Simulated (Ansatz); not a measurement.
Crystal: HPbNO4.

```xyz
7
Lattice="4.2753 -0.0004 0.0064 -2.0840 5.2077 -0.0491 -2.1238 -1.8657 4.9149" Properties=species:S:1:pos:R:3 pbc="T T T"
H     2.2338   -1.5247    4.4769
Pb    0.1373    4.0030    0.6652
N    -2.0197    1.5311    2.4473
O     2.2736    4.7756    0.1022
O    -1.9905    2.6889    2.9560
O     2.2225    1.4102    1.1945
O    -2.0163    0.5081    3.1892
```

The cell was built by a generator and needn't be a form met in nature.

Base run:

```yaml
Program: Ansatz 0.2.0
Functional: PBEsol
Potentials_or_basis: Ansatz PAW
Cutoff: "420 eV (not typed: the program's choice for these potentials)"
k_mesh: 8 × 6 × 6
Occupations: fermi-dirac, width 0.05 eV
Spin: no spin polarisation
```

Its results: band gap on the k mesh 2.82 eV, indirect (least direct gap 3.18 eV); pressure -2.6 GPa; largest force 0.460 eV/Å.

Question: After a change of settings the same cell gave: band gap on the k mesh 2.75 eV, indirect (least direct gap 3.12 eV); pressure -5.5 GPa; largest force 1.024 eV/Å. Which change was it?
A. functional from PBEsol to LDA
B. functional from PBEsol to HSE03; k mesh from 8 × 6 × 6 to 4 × 3 × 3
C. functional from PBEsol to r2SCAN; cutoff from 420 eV (not typed: the program's choice for these potentials) to 500 eV (not typed: the program's choice for these potentials)
D. functional from PBEsol to revPBE

Answer: A.

LDA binds more tightly than PBEsol, so the same cell stands under less pressure.

Caveats: spin-orbit coupling is left out, which as a rule narrows the gap of such compounds by several tenths of an eV; the PAW data sets come from PBE, with cores solved anew for the run's functional, which leaves a small shift of forces and pressure; forces of over 1 eV/Å show positions far from the minimum, so gaps and moduli don't describe the material at rest (some runs).

Runs at the PBE level aren't shown here.
